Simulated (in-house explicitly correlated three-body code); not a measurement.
# Two electrons around a charge of +1.01: exact states and exact Kohn–Sham parts

System: two electrons around a charge of +1.01. A variational three-body run gives its energies and expectation values, then the exact Kohn–Sham parts of the ground state and the errors of common functionals.

The numbers are computed with in-house explicitly correlated three-body code version 1 (two electrons, non-relativistic, variational in exponentially correlated functions), except any that are marked as measured or tabulated.

**1. Starting point**

```
charge of the centre : +1.01
mass of the centre   : infinite
interactions         : Coulomb
basis                : 260 functions exp(−a r1 − b r2 − g r12) a state, exponent ranges optimised
units                : hartree and bohr; relativity and QED are left out
```

**2. Input and results**

Settings:

```ini
Z = 1.01
interaction_strength = 1.0
functions = 260
states_tried = 1
```

On the command line:

```sh
$ python run_hyl.py task.json out
```

Q: Predict the outcome of this session. Wanted: ground-state energy; binding of the second electron; ⟨r12⟩, ⟨cos θ12⟩; Ts, Ex, Ec; exact less Hartree–Fock.

As calculated:

| quantity | value |
| --- | --- |
| ground-state energy | -0.54152198 hartree |
| binding of the second electron | 0.85640 eV |
| ⟨r12⟩, ⟨cos θ12⟩ | 4.296 bohr, -0.1052 |
| Ts, Ex, Ec (Kohn–Sham) | 0.51345, -0.38831, -0.04176 hartree |
| exact less Hartree–Fock | -0.03978 hartree |

The second electron is bound by 0.8564 eV, and the mean cosine of -0.105 shows the electrons leaning only slightly to opposite sides. The virial ratio −T/E is 1.0000000, where an exact Coulomb state gives 1. On the exact density SCAN errs least (+0.8 millihartree) and LDA VWN5 most (+14.9). 15 of the 15 semilocal functionals leave the top level unbound when run self-consistently, since their potentials decay too fast.
